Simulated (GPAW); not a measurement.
**BiS in GPAW: convergence with bands over the usual count**

Crystal: BiS.

```
CELL_PARAMETERS angstrom
2.10927 1.21779 3.50049
-2.10927 1.21779 3.50049
0.00000 -2.43558 3.50049
ATOMIC_POSITIONS crystal
Bi 0.00000 0.00000 0.00000
S 0.50000 0.50000 0.50000
```

The cell was built by a generator and needn't be a form met in nature.

```yaml
Program: GPAW 26.7.0
Task: convergence study
Functional: PBE
Potentials_or_basis: GPAW PAW data sets (gpaw-data 1.2.1)
Cutoff: 600 eV
Basis: pw
k_mesh: 6 × 6 × 6
Occupations: fermi-dirac, width 0.05 eV
Spin: no spin polarisation
```

These are the settings of the first run; the series varies bands over the usual count, with any setting tied to it.

Hardware: 1 thread of Intel(R) Xeon(R) Processor @ 2.50GHz (Skylake/Cascade Lake), with other jobs on the host.

```tsv
bands over the usual count	energy less the tightest run, at zero smearing (meV/atom)	SCF cycles	CPU time (s)	peak memory (GiB)
0.72	0.00	10	32	0.17
0.8	0.00	10	33	0.17
0.9	0.00	10	30	0.17
1	0.00	10	35	0.17
1.3	0.00	10	36	0.18
1.7	0.00	10	57	0.18
2.5	0.00	9	61	0.2
```

Against the tightest run, the energy stays within 1 meV/atom from 0.72 on. The tightest run that finished is the yardstick and may itself not be fully converged.
